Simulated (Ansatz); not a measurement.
Crystal: InSb3.

```
Sb In
1.0
     0.00000    3.79455    3.79455
     3.79455    0.00000    3.79455
     3.79455    3.79455    0.00000
Sb In
3 1
Direct
  0.50000 0.50000 0.50000
  0.75000 0.75000 0.75000
  0.25000 0.25000 0.25000
  0.00000 0.00000 0.00000
```

The cell comes from a database or a generator and needn't be the stable form of this composition.

Base run:

| Item | Value |
| --- | --- |
| Program | Ansatz 0.2.0 |
| Functional | PBE |
| Potentials or basis | Ansatz PAW |
| Cutoff | 420 eV |
| Density cutoff | 1680 eV |
| k mesh | 6 × 6 × 6 |
| Occupations | fermi-dirac, width 0.05 eV |
| Spin | no spin polarisation |

Its results: band gap on the k mesh none (metal or under the smearing width); pressure -0.2 GPa.

**Question.** After a change of settings the same cell gave: band gap on the k mesh none (metal or under the smearing width); pressure -1.1 GPa. Which change was it?
A. functional from PBE to LDA
B. functional from PBE to r2SCAN; cutoff from 420 eV to 500 eV; density cutoff from 1680 eV to 2000 eV
C. functional from PBE to PBEsol; potentials or basis from Ansatz PAW to Ansatz PAW earlier set; cutoff from 420 eV to 710 eV; density cutoff from 1680 eV to 2840 eV; valence electrons from 58 to 84
D. functional from PBE to PBEsol; potentials or basis from Ansatz PAW to PseudoDojo standard (PBEsol files); cutoff from 420 eV to 1088 eV; density cutoff from 1680 eV to 4354 eV

**Answer.** B.

Caveats: the PAW data sets come from PBE, with cores solved anew for the run's functional, which leaves a small shift of forces and pressure (some runs).

Not every run made on this cell is shown here.
